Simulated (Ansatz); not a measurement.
# BCCD(T)/6-31G(d) (spherical functions) run of CHClGaNO (SMILES O=C=[N][GaH][Cl])

What is the energy change on altering one bond length of CHClGaNO at BCCD(T)/6-31G* (spherical functions)? 

The calculation is run with Ansatz 0.2.0.

153 further runs of the same task are left out: 153 set aside as unsound or not needed. Runs told in other sessions of the task aren't counted.

### 1 The system as given

The species is CHClGaNO (6 atoms), meant as a singlet with charge 0. As SMILES, `O=C=[N][GaH][Cl]`. Geometry: relaxed at PBE0-D4/def2-TZVP. This is one conformer, not always the lowest.

Bond lengths: O1–C2 1.163 Å, C2–N3 1.203 Å, N3–Ga4 1.824 Å, Ga4–Cl5 2.132 Å, Ga4–H6 1.540 Å. Angles: O1–C2–N3 176.4°, C2–N3–Ga4 142.4°, N3–Ga4–Cl5 115.2°, N3–Ga4–H6 121.8°, Cl5–Ga4–H6 123.0°.

### 2 A single-point energy at BCCD(T)/6-31G(d) (spherical functions)

Input file in.yaml:

```yaml
crystal:
  periodic: [false, false, false]
  atoms:
    - {symbol: O, position_ang: [-0.700200, -2.626600, -0.696700]}
    - {symbol: C, position_ang: [-0.691800, -1.486000, -0.467600]}
    - {symbol: "N", position_ang: [-0.756800, -0.304700, -0.247900]}
    - {symbol: Ga, position_ang: [0.248500, 1.124400, 0.275700]}
    - {symbol: Cl, position_ang: [2.297400, 0.694600, 0.677800]}
    - {symbol: H, position_ang: [-0.354900, 2.534400, 0.412700]}
basis:
  gaussian:
    orbitals: 6-31G_st_-spherical.json
correlation:
  method: bccd_t
  frozen_orbitals: {C: 1, Cl: 5, Ga: 9, H: 0, "N": 1, O: 1}
accuracy: high
scf:
  omitted_lower_state_checks: [cluster_reference, increment]
```

The basis set 6-31G* is read from a file made from the Basis Set Exchange's data (not shown).

Command:

```sh
$ ansatz run in.yaml --threads 1 --pin off --max-ram 3480MiB --events-out events.jsonl --progress --plain --runs-dir runs
```

What it wrote, cut to the lines that bear on the results:

```text
Warning: RAYON_NUM_THREADS=1 ignored (pool sized by the plan → 1); use --threads N
Functional definition: HF
  name "HF"
[...]
1936 factors; integrals over basis functions are off by at most 5.4e-9 eV
[...]
mean field -69397.35747645 eV, -2550.3058480410 hartree, gradient 1.3e-8 eV, S^2 0.000000; 0 other end points of the search recorded, 0 dependent functions left out
17 core orbitals not correlated: weight in the atoms' cores, before any rotation towards them, 1.000 or more for the frozen orbitals, at most 0.000 for the correlated occupied ones
reference -69397.35747645 eV, -2550.3058480410 hartree; 18, 18 occupied and 59, 59 virtual orbitals, 1936 factors
second order -22.00673199 eV of doubles, -0.00000000 eV of singles
cycle   1  -21.08020242 eV  change    9.3e-1 eV  update   1.4e-1
[...]
cycle  21  -21.90702863 eV  change   9.3e-10 eV  update   3.4e-9
perturbative correction -0.83824540 eV, -0.0308049503 hartree
Total energy: -69420.10275048 eV, -2551.1417214444 hartree
Checks for a lower state left out: cluster_reference, increment
```

It took 33 s on 1 thread of Arm Neoverse V2, shared host; peak memory 0.71 GiB.

### 3 The distorted shape, same level

Input file in.yaml:

```yaml
basis:
  gaussian: {orbitals: 6-31G_st_-spherical.json}
crystal:
  periodic: [false, false, false]
  atoms:
    - {symbol: O, position_ang: [-0.706920, -3.539041, -0.879972]}
    - {symbol: C, position_ang: [-0.691800, -1.486000, -0.467600]}
    - {symbol: N, position_ang: [-0.756800, -0.304700, -0.247900]}
    - {symbol: Ga, position_ang: [0.248500, 1.124400, 0.275700]}
    - {symbol: Cl, position_ang: [2.297400, 0.694600, 0.677800]}
    - {symbol: H, position_ang: [-0.354900, 2.534400, 0.412700]}
correlation: {method: bccd_t, frozen_orbitals: {C: 1, Cl: 5, Ga: 9, H: 0, "N": 1, O: 1}}
accuracy: high
scf: {omitted_lower_state_checks: [cluster_reference, increment]}
```

The basis set 6-31G* is read from a file made from the Basis Set Exchange's data (not shown).

Command:

```sh
$ ansatz run in.yaml --threads 1 --pin off --max-ram 3480MiB --events-out events.jsonl --progress --plain --runs-dir runs
```

What it wrote, cut to the lines that bear on the results:

```text
Warning: RAYON_NUM_THREADS=1 ignored (pool sized by the plan → 1); use --threads N
[... 2 set-up lines as earlier in the session ...]
[...]
1929 factors; integrals over basis functions are off by at most 1.0e-8 eV
[...]
mean field -69391.08524599 eV, -2550.0753478233 hartree, gradient 4.5e-8 eV, S^2 0.000000; 1 other end points of the search recorded, 0 dependent functions left out; unrestricted orbitals would lower it
17 core orbitals not correlated: weight in the atoms' cores, before any rotation towards them, 1.000 or more for the frozen orbitals, at most 0.000 for the correlated occupied ones
reference -69391.08524599 eV, -2550.0753478233 hartree; 18, 18 occupied and 59, 59 virtual orbitals, 1929 factors
second order -20.66643891 eV of doubles, -0.00000000 eV of singles
cycle   1  -20.46708432 eV  change    2.0e-1 eV  update   1.5e-1
[...]
cycle  37  -21.48575195 eV  change   4.1e-10 eV  update   2.9e-9
perturbative correction -0.90719472 eV, -0.0333387912 hartree
Total energy: -69413.47819267 eV, -2550.8982734352 hartree
Checks for a lower state left out: cluster_reference, increment
```

Wall time 46 s (1 thread of Arm Neoverse V2, shared host); peak memory 0.71 GiB.

### 4 Results

At BCCD(T)/6-31G* (spherical functions), 17 core orbitals frozen:

| quantity | value |
| --- | --- |
| first shape: total energy | -2551.14172 Eh |
| first shape: correlation energy (17 core orbitals frozen) | -835.9 mEh |
| first shape: (T) correction | -30.80 mEh |
| distorted shape: total energy | -2550.89827 Eh |
| distorted shape: correlation energy (17 core orbitals frozen) | -822.9 mEh |
| distorted shape: (T) correction | -33.34 mEh |
| energy change with the O1–C2 bond stretched from 1.163 to 2.094 Å | 6.625 eV |

**Reading.** With the O1–C2 bond stretched from 1.163 to 2.094 Å the energy rises by 6.62 eV (639 kJ/mol). The first shape isn't relaxed at this level, so the change isn't measured from a minimum. A restricted reference can't describe the breaking bond well at this length. The triples (first shape) make up 3.7 % of the correlation energy. The restricted solution (distorted shape) is unstable to spin breaking: an unrestricted one lies lower. The triples (distorted shape) make up 4.1 % of the correlation energy.
